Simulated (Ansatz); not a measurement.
**SnSe2: an axial (c/a) deformation path**

An exercise on one series of results from a longer session: the logs are not shown, and one member is left open.

The COD entry's cell or inner coordinates are ideal or old and differ from later refinements, so a difference from it is no clean test against experiment.

Program: Ansatz 0.2.0. Level of theory: DFT PBE, scalar-relativistic, plane waves, PAW. These are calculated values, not measurements.

### Starting point

Symmetry: P-3m1, No. 164, trigonal system. Conventional cell: a = 3.811 Å, b = 3.811 Å, c = 6.137 Å, α = 90.00°, β = 90.00°, γ = 120.00°. Sn (site symmetry -3m) is surrounded by 6 Se at 2.68 Å. Se (site symmetry 3m) has 3 Sn at 2.68 Å in its first shell of neighbours.

As a file:

```
CELL_PARAMETERS angstrom
3.81100 0.00000 0.00000
-1.90550 3.30042 0.00000
0.00000 0.00000 6.13700
ATOMIC_POSITIONS crystal
Sn 0.00000 0.00000 0.00000
Se 0.33333 0.66667 0.25000
Se 0.66667 0.33333 0.75000
```

No relaxation comes first: the listed cell is the starting point.

### Zero of energy

The reference gives a free energy of -16963.2843 eV, pressure 5.27 GPa, largest force 0.721 eV/Å and gap on the mesh 0.71 eV. It was computed beforehand with the settings of the runs below.

The first run:

At fixed volume and fractional coordinates, lengths along (0.000, 0.000, 1.000) are scaled against those across it; ρ is that ratio over its starting value.

Input file input.yaml:

```yaml
crystal:
  lattice:
    - [4.0231463824, 0.0, 0.0]
    - [-2.0115731912, 3.4841469703, 0.0]
    - [0.0, 0.0, 5.5068351236]
  atoms:
    - { symbol: Sn, position: [0.0, 0.0, 0.0] }
    - { symbol: Se, position: [0.3333333333, 0.6666666667, 0.25] }
    - { symbol: Se, position: [0.6666666667, 0.3333333333, 0.75] }
basis:
  ecutwfc: 420
kpoints:
  mp_grid: { grid: [12, 12, 6] }
hamiltonian:
  xc: pbe
scf:
  occupations: { method: gaussian, width: 0.05 }
output:
  forces: true
  stress: true
  eigenvalues: true
```

The run is started by

```console
$ ansatz run input.yaml --threads 1 --pin off --max-ram 2560MiB --backend cpu --events-out ev --progress --plain --runs-dir out
```

Steps of the session up to this table: Point ρ = 0.850; ρ = 1.200; At ρ = 0.920; ρ = 1.100; ρ = 0.960; At ρ = 1.050; At ρ = 0.800; Point ρ = 1.300.

One table of the session follows, with a row left open; its other results are not shown here.

It belongs to the step «The scan collected». The scan, with free energies counted from the undisturbed cell:

```
    ρ  ΔE (meV/atom)  pressure (GPa)  gap on the mesh (eV)
0.800          119.0             4.1                  0.02
0.850              ?               ?                     ?
0.920           29.3             5.0                  0.16
0.960           10.4             5.2                  0.52
1.000            0.0             5.3                  0.71
1.050            0.6             5.4                  0.64
1.100           17.6             5.5                  0.39
1.200          102.4             5.7                  0.00
1.300          242.7             6.3                  0.00
```

Q: Estimate the row for ρ = 0.850 from the others.

Worked estimate for «ΔE (meV/atom)». A straight line through the neighbours (0.800, 119.0) and (0.920, 29.3) gives 119.0 + (29.3 − 119.0) × (0.850 − 0.800) / (0.920 − 0.800) = 81.6; a parabola fitted to 3 rows on both sides gives 75.6.

**Answer.** ΔE (meV/atom): 77.9; pressure (GPa): 4.6; gap on the mesh (eV): 0.07. In «ΔE (meV/atom)» the line misses by +3.7 and the parabola by -2.3.

Where the gap reads zero, the mesh chosen for the insulator is on the coarse side.

Caveats from the session: Layers here are held mostly by dispersion, which this level lacks, so their spacing and the stiffness across them are unreliable there.
